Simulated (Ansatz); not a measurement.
# CH3Cl2FO2W: the cost of one run

Computed with Ansatz 0.2.0, Gaussian basis. Level: the settings change from run to run.

## Step 1: The geometry

The structure was relaxed beforehand with PBE0-D4 in a triple-zeta def2 set. W takes a core potential in def2 sets; no spin-orbit term is included.

SMILES `C[O][W](=[O])([F])([Cl])[Cl]`, 10 atoms, charge 0, spin multiplicity 1.

Atoms are counted from 1 here; the program's logs count them from 0.

Bond lengths: C1–O2 1.398 Å, C1–H8 1.095 Å, C1–H9 1.095 Å, C1–H10 1.090 Å, O2–W3 1.840 Å, W3–O4 1.677 Å, W3–F5 1.864 Å, W3–Cl6 2.303 Å, W3–Cl7 2.303 Å. Angles: O2–C1–H8 109.4°, O2–C1–H9 109.4°, O2–C1–H10 108.9°, H8–C1–H9 109.4°, H8–C1–H10 109.8°, H9–C1–H10 109.8°, C1–O2–W3 142.4°, O2–W3–O4 100.7°, O2–W3–F5 157.9°, O2–W3–Cl6 87.8°, O2–W3–Cl7 87.8°, O4–W3–F5 101.5°, O4–W3–Cl6 110.2°, O4–W3–Cl7 110.2°, F5–W3–Cl6 84.6°, F5–W3–Cl7 84.6°, Cl6–W3–Cl7 139.5°.

## Step 2: B3LYP5/def2-mTZVP

Options: coordinates scaled by 0.96, relativity set to scalar.

Input file in.yaml:

```yaml
crystal:
  periodic: [false, false, false]
  atoms:
    - {symbol: C, position_ang: [0.511581, -1.552111, 0.319818]}
    - {symbol: O, position_ang: [-0.321714, -0.618475, -0.164084]}
    - {symbol: W, position_ang: [-0.523983, 1.128937, -0.323377]}
    - {symbol: O, position_ang: [-1.932257, 1.195883, -1.100307]}
    - {symbol: F, position_ang: [-0.128029, 2.865503, -0.153433]}
    - {symbol: Cl, position_ang: [-0.853873, 1.203468, 1.861801]}
    - {symbol: Cl, position_ang: [1.145922, 1.104064, -1.772662]}
    - {symbol: H, position_ang: [1.449061, -1.458795, -0.145978]}
    - {symbol: H, position_ang: [0.622252, -1.418279, 1.356338]}
    - {symbol: H, position_ang: [0.110719, -2.499250, 0.124763]}
basis:
  gaussian: {orbitals: def2-mTZVP}
hamiltonian: {xc: {name: B3LYP5}, pseudopotentials: {relativity: scalar}}
output: {forces: true}
```

Launch:

```
> ansatz run in.yaml --threads 4 --pin off --events-out ev --progress --plain --max-ram 11315MiB
```

Q: Estimate wall time and peak memory on 4 threads of Intel Xeon Platinum 8259CL at 2.50GHz, shared host.

About 5 s, with a peak of 0.58 GiB.
